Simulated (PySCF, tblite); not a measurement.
# B₁₆N₁₆H₂₀: electronic excitations, NMR shifts

Wanted: electronic excitations, NMR shifts for B₁₆N₁₆H₂₀.

Programs: tblite 0.8.0 and PySCF 2.14.0, with routines of our own; each step states its level. All values are computed. Atoms count from 0.

## (1) The system as given

52 atoms, charge 0, multiplicity 1; geometry from: force field, distance geometry or constructed start.

## (2) Relaxing the molecule with GFN2-xTB

What the job is given:

```
{"job": {"kind": "relax", "xc": "GFN2-xTB", "basis": "xTB"}, "charge": 0, "multiplicity": 1}
B      3.473800     0.285600     0.325200
N      3.058100     1.659300     0.153800
B      2.752000     2.135600    -1.167400
N      1.656000     3.065700    -1.340800
B      2.559900     2.356300     1.327100
N      1.394900     3.187100     1.155000
B      0.854600     3.376000    -0.174900
N     -0.569500     3.436000    -0.336200
B     -1.127500     3.290100    -1.667300
N     -2.360300     2.560100    -1.831400
B     -1.400300     3.186400     0.823200
N     -2.563400     2.355500     0.659100
B     -2.917400     1.904500    -0.665000
N     -3.431100     0.572300    -0.838900
B     -3.063500     1.661800     1.822300
N     -3.470800     0.288000     1.662300
B     -3.468500    -0.285500     0.327700
N     -3.062400    -1.660100     0.159700
B     -2.747400    -2.136100    -1.165900
N     -1.653900    -3.060400    -1.331900
B     -2.563200    -2.353700     1.325200
N     -1.399100    -3.186100     1.157400
B     -0.851100    -3.369700    -0.165000
N      0.568700    -3.437600    -0.339200
B      1.130700    -3.289600    -1.666000
N      2.351400    -2.561800    -1.830500
B      1.398900    -3.185300     0.824600
N      2.560300    -2.356900     0.660300
B      2.914600    -1.903400    -0.672000
N      3.434400    -0.572500    -0.832800
B      3.064900    -1.656100     1.821000
N      3.467000    -0.286100     1.656200
H      3.368700     1.781400    -2.094300
H      1.453800     3.488400    -2.256100
H      3.086000     2.254100     2.361300
H      0.955500     3.648700     1.976000
H     -0.591500     3.765600    -2.595000
H     -2.828400     2.508700    -2.760800
H     -1.127500     3.645000     1.866000
H     -3.776800     0.243300    -1.760200
H     -3.131900     2.184000     2.866800
H     -3.753100    -0.286300     2.481000
H     -3.364800    -1.780300    -2.096000
H     -1.449100    -3.490200    -2.261600
H     -3.088500    -2.250600     2.367000
H     -0.956900    -3.644900     1.975500
H      0.593100    -3.765400    -2.591500
H      2.829000    -2.503600    -2.755900
H      1.130200    -3.648500     1.866300
H      3.773900    -0.239200    -1.759400
H      3.130900    -2.193600     2.866100
H      3.765600     0.282000     2.477000
```

Started as:

```sh
$ OMP_NUM_THREADS=2 python large_run.py task.json out
```

The driver reads the jobs from task.json and runs them one after another.

What it wrote:

```text
step      E/eV     max force
  0   -2118.11793    1.572
  1   -2118.67360    1.139
  2   -2119.02685    0.907
  3   -2119.24860    0.599
  4   -2119.32593    0.367
  5   -2119.35191    0.285
  6   -2119.38248    0.220
  7   -2119.40525    0.254
  8   -2119.42609    0.206
  9   -2119.44125    0.166
 10   -2119.45309    0.131
 11   -2119.46121    0.130
 12   -2119.46664    0.103
 13   -2119.47100    0.093
 14   -2119.47562    0.112
 15   -2119.48104    0.121
 16   -2119.48684    0.130
 17   -2119.49202    0.109
 18   -2119.49633    0.108
 19   -2119.50033    0.106
 20   -2119.50441    0.118
 21   -2119.50832    0.120
 22   -2119.51158    0.104
 23   -2119.51425    0.089
 24   -2119.51653    0.075
 25   -2119.51825    0.060
 26   -2119.51933    0.041
 27   -2119.52008    0.035
 28   -2119.52084    0.053
 29   -2119.52179    0.063
 30   -2119.52289    0.067
 31   -2119.52391    0.053
 32   -2119.52476    0.043
 33   -2119.52555    0.046
 34   -2119.52635    0.047
 35   -2119.52710    0.048
 36   -2119.52774    0.037
 37   -2119.52833    0.041
 38   -2119.52900    0.039
 39   -2119.52979    0.043
 40   -2119.53061    0.044
 41   -2119.53136    0.044
 42   -2119.53203    0.042
 43   -2119.53272    0.042
 44   -2119.53353    0.047
 45   -2119.53456    0.054
 46   -2119.53592    0.080
 47   -2119.53766    0.091
 48   -2119.53951    0.074
 49   -2119.54111    0.068
 50   -2119.54241    0.074
 51   -2119.54360    0.062
 52   -2119.54479    0.069
 53   -2119.54582    0.054
 54   -2119.54655    0.046
 55   -2119.54710    0.045
 56   -2119.54763    0.037
 57   -2119.54822    0.041
 58   -2119.54886    0.039
 59   -2119.54948    0.036
 60   -2119.55003    0.036
 61   -2119.55052    0.029
 62   -2119.55094    0.034
 63   -2119.55132    0.029
 64   -2119.55169    0.026
 65   -2119.55201    0.026
 66   -2119.55222    0.021
 67   -2119.55239    0.018
```

Run time: 3.4 s. Hardware: 2 threads of Intel Xeon 6975P-C, shared host; peak memory 0.16 GiB.

Along the way:

| step | energy from step 0 (eV) | largest force (eV/Å) |
| --- | --- | --- |
| 0 | 0.0000 | 1.5720 |
| 1 | -0.5557 | 1.1384 |
| 2 | -0.9089 | 0.9068 |
| 3 | -1.1307 | 0.5992 |
| 4 | -1.2080 | 0.3668 |
| 5 | -1.2340 | 0.2848 |
| 6 | -1.2646 | 0.2201 |
| 7 | -1.2873 | 0.2541 |
| 8 | -1.3082 | 0.2059 |
| 13 | -1.3531 | 0.0928 |
| 18 | -1.3784 | 0.1073 |
| 23 | -1.3963 | 0.0899 |
| 28 | -1.4029 | 0.0528 |
| 33 | -1.4076 | 0.0451 |
| 38 | -1.4111 | 0.0396 |
| 43 | -1.4148 | 0.0419 |
| 48 | -1.4216 | 0.0750 |
| 53 | -1.4279 | 0.0533 |
| 58 | -1.4309 | 0.0382 |
| 63 | -1.4334 | 0.0293 |
| 64 | -1.4338 | 0.0268 |
| 65 | -1.4341 | 0.0263 |
| 66 | -1.4343 | 0.0217 |
| 67 | -1.4345 | 0.0179 |

Distances of close pairs at the start and the end, largest changes first:

```csv
bond,before (Å),after (Å),change (Å)
B2–N3,1.448,1.406,-0.042
N19–H43,1.045,1.007,-0.037
B8–N9,1.442,1.405,-0.037
B14–N15,1.442,1.406,-0.036
B18–N19,1.441,1.406,-0.035
B4–N5,1.441,1.406,-0.035
B20–N21,1.441,1.406,-0.035
N25–H47,1.043,1.008,-0.035
```

The final coordinates are the input of the step that follows.

## (3) Electronic excitations: TDDFT B3LYP/def2-SVP

What the job is given:

```
{"job": {"kind": "uv", "basis": "def2-SVP", "grid": 1, "kgrid": 0, "vcut": 1.5, "nstates": 6, "ntriplets": 2, "tda": false, "delta": [], "pop": true, "xc": "B3LYP"}, "charge": 0, "multiplicity": 1}
B      3.411171     0.358395     0.278421
N      3.153864     1.770375     0.143604
B      2.862003     2.344589    -1.149001
N      1.765893     3.216478    -1.272968
B      2.654338     2.495475     1.289855
N      1.557224     3.356659     1.112352
B      0.895931     3.475495    -0.155693
N     -0.532767     3.566406    -0.300866
B     -1.136171     3.463111    -1.608018
N     -2.245670     2.615489    -1.765472
B     -1.358453     3.218690     0.834640
N     -2.424523     2.296317     0.664175
B     -2.701122     1.807342    -0.666392
N     -3.291777     0.531803    -0.839748
B     -3.026910     1.601264     1.774655
N     -3.527857     0.307134     1.550727
B     -3.410481    -0.357860     0.279468
N     -3.153306    -1.769909     0.145377
B     -2.862460    -2.344449    -1.147293
N     -1.766193    -3.215929    -1.271830
B     -2.653601    -2.494707     1.291678
N     -1.556748    -3.355930     1.113462
B     -0.895938    -3.474728    -0.154856
N      0.532810    -3.565323    -0.300861
B      1.136444    -3.462452    -1.608084
N      2.246521    -2.615408    -1.765521
B      1.358829    -3.217432     0.834454
N      2.425244    -2.295413     0.663942
B      2.701962    -1.806918    -0.666691
N      3.292647    -0.531555    -0.840418
B      3.027330    -1.599938     1.774280
N      3.528481    -0.306017     1.549929
H      3.507982     2.076825    -2.096755
H      1.475471     3.516727    -2.189708
H      3.115097     2.355744     2.362206
H      1.106302     3.745202     1.924308
H     -0.705180     4.049682    -2.533256
H     -2.629075     2.455448    -2.683861
H     -1.116832     3.633042     1.907028
H     -3.355826     0.142934    -1.767354
H     -3.055725     2.081463     2.844365
H     -3.828926    -0.240043     2.340969
H     -3.509489    -2.077264    -2.094444
H     -1.475903    -3.516061    -2.188601
H     -3.113726    -2.354938     2.364185
H     -1.105781    -3.744899     1.925107
H      0.705308    -4.049026    -2.533467
H      2.630038    -2.455756    -2.683959
H      1.116878    -3.631470     1.906970
H      3.356624    -0.142913    -1.768056
H      3.055640    -2.079676     2.844118
H      3.829324     0.241403     2.340045
```

With the program's defaults for keys left out, this is: TDDFT B3LYP/def2-SVP, vertical, gas phase, core orbitals frozen in the response, virtual orbitals cut by energy.

What it wrote:

```text
start: PBE on a coarse grid of 43521 points
cycle   1  E = -1283.8325082493  dE =  4.842e+00  |g| = 1.467e+00  |ddm| = 8.875e+00
cycle   2  E = -1282.8084116360  dE =  1.024e+00  |g| = 2.564e+00  |ddm| = 4.393e+00
cycle   3  E = -1284.3276973690  dE = -1.519e+00  |g| = 2.184e-01  |ddm| = 3.008e+00
cycle   4  E = -1284.3400138320  dE = -1.232e-02  |g| = 8.663e-02  |ddm| = 3.303e-01
cycle   5  E = -1284.3416861598  dE = -1.672e-03  |g| = 3.456e-02  |ddm| = 1.084e-01
cycle   6  E = -1284.3419169779  dE = -2.308e-04  |g| = 1.436e-02  |ddm| = 3.921e-02
cycle   7  E = -1284.3419639938  dE = -4.702e-05  |g| = 2.429e-03  |ddm| = 1.410e-02
final grid: 191320 points
cycle   8  E = -1286.2596585914  dE = -1.140e-02  |g| = 1.445e-01  |ddm| = 3.602e-01
cycle   9  E = -1286.2565287026  dE =  3.130e-03  |g| = 1.872e-01  |ddm| = 2.572e-01
cycle  10  E = -1286.2638832635  dE = -7.355e-03  |g| = 1.333e-02  |ddm| = 1.513e-01
cycle  11  E = -1286.2639269050  dE = -4.364e-05  |g| = 3.208e-03  |ddm| = 2.180e-02
cycle  12  E = -1286.2639296825  dE = -2.778e-06  |g| = 1.086e-03  |ddm| = 4.324e-03
cycle  13  E = -1286.2639320755  dE = -2.393e-06  |g| = 4.871e-04  |ddm| = 1.348e-03
cycle  14  E = -1286.2639289438  dE =  3.132e-06  |g| = 1.020e-04  |ddm| = 4.827e-04
cycle  15  E = -1286.2639298196  dE = -8.759e-07  |g| = 1.910e-05  |ddm| = 1.337e-04
converged SCF energy = -1286.2639298196

Static polarisability (au): isotropic 272.519, principal 257.051 267.522 292.985

Singlet excitations
state   eV       nm        f      main configurations
  1   5.3699    230.9   0.00030   H->L 0.91
  2   5.7787    214.6   0.00340   H->L+2 0.76, H->L+1 0.10
  3   5.8193    213.1   0.30206   H->L+1 0.57, H-1->L 0.28
  4   5.9129    209.7   0.06456   H->L+3 0.68, H->L+4 0.09
  5   6.0548    204.8   0.24700   H->L+4 0.41, H-2->L 0.37
  6   6.1203    202.6   0.07997   H-1->L 0.66, H->L+1 0.25

Triplet excitations (Tamm-Dancoff, eV): 5.2604 5.4354
```

Run time: 86 s. Hardware: 2 threads of Intel Xeon 6975P-C, shared host; peak memory 1.8 GiB.

Frontier orbitals and where they lie:

```csv
orbital,eV,atoms
HOMO−4,-7.44,"N31 14 %, N15 14 %, N27 8 %"
HOMO−3,-7.27,"N15 16 %, N31 16 %, N25 9 %"
HOMO−2,-7.18,"N13 16 %, N29 16 %, N23 8 %"
HOMO−1,-7.04,"N17 14 %, N1 14 %, N31 6 %"
HOMO,-6.57,"N17 11 %, N1 11 %, N7 9 %"
LUMO,-0.37,"B26 9 %, B10 9 %, B22 9 %"
LUMO+1,-0.03,"B24 16 %, B22 13 %, B2 12 %"
LUMO+2,-0.03,"B8 22 %, B4 9 %, B24 8 %"
LUMO+3,0.08,"B26 21 %, B10 20 %, B30 10 %"
```

With each of the 6 states as a Gaussian band of 0.4 eV half-width at 1/e, the curve within the window shown has maxima at 208 nm (ε 26,000) L/(mol cm). Beyond the last state computed it falls off for lack of states. The curve at chosen wavelengths:

```csv
nm,ε (L/mol/cm)
193,7997
196,12369
198,15537
201,20079
204,23620
206,25091
209,25711
211,25075
214,22797
217,19427
219,16882
222,13042
225,9549
227,7543
230,5090
233,3286
235,2398
238,1448
241,843
243,577
246,319
248,211
251,112
254,58
256,37
259,18
```

Leading natural transition orbitals of singlet state 3: the hole lies on 4 N atoms about 11 % each; the particle on B6, B22 about 9 % each; 4 B atoms about 7 % each.

Leading natural transition orbitals of singlet state 1: the hole lies on 4 N atoms about 11 % each; the particle on 4 B atoms about 7 % each; 4 B atoms about 6 % each.

Ground-state properties from the same run:

```
           property  computed
  dipole moment (D)      2.99
polarisability (Å³)     40.38
 HOMO–LUMO gap (eV)      6.19
      −ε(HOMO) (eV)      6.57
```

Orbitals, density, ELF and potential are computed afterwards from the orbital file.

Frontier orbitals at B3LYP/def2-SVP, with the share of their density that lies nearest to each atom:

```csv
orbital,energy (eV),lies on
HOMO,-6.57,"4 N atoms about 10 % each; N13, N29 about 6 % each"
LUMO,-0.37,4 B atoms about 7 % each; 4 B atoms about 6 % each
```

ELF in a plane through or near 8 of the atoms.

Values, 10 rows by 14 columns:
```
0.00 0.00 0.00 0.00 0.00 0.00 0.00 0.00 0.00 0.00 0.00 0.00 0.00 0.00
0.00 0.00 0.00 0.00 0.00 0.03 0.12 0.42 0.42 0.03 0.00 0.00 0.00 0.00
0.00 0.00 0.00 0.28 0.08 0.19 0.36 0.88 0.52 0.26 0.03 0.03 0.00 0.00
0.00 0.00 0.09 0.99 0.98 0.15 0.29 0.53 0.41 0.16 0.88 0.69 0.03 0.00
0.00 0.00 0.24 0.17 0.05 0.02 0.00 0.00 0.00 0.24 0.57 0.52 0.23 0.00
0.00 0.07 0.55 0.78 0.46 0.05 0.00 0.00 0.00 0.06 0.66 0.98 0.20 0.00
0.00 0.01 0.20 0.45 0.50 0.03 0.15 0.05 0.07 0.60 0.99 0.19 0.00 0.00
0.00 0.00 0.07 0.56 0.09 0.46 0.75 0.11 0.43 0.15 0.97 0.70 0.00 0.00
0.00 0.00 0.00 0.00 0.01 0.44 0.74 0.37 0.31 0.04 0.01 0.00 0.00 0.00
0.00 0.00 0.00 0.00 0.00 0.00 0.02 0.01 0.00 0.00 0.00 0.00 0.00 0.00
```
The map spans 13.0 Å across and 12.3 Å up, centred on the molecule. Atoms in the plane (x, y in Å): B14 (-0.5, 3.4), N15 (0.9, 3.4), B30 (0.5, -3.4), N31 (-0.9, -3.4), H35 (-3.9, 0.2), H38 (-3.1, 2.2), H45 (3.9, -0.2), H48 (3.1, -2.2).

On the surface of density 0.002 e/bohr³ the electrostatic potential runs, from the 1st to the 99th percentile, from -0.59 V near N1 to 1.71 V near H37.

(Part 1 of 2 ends here.)
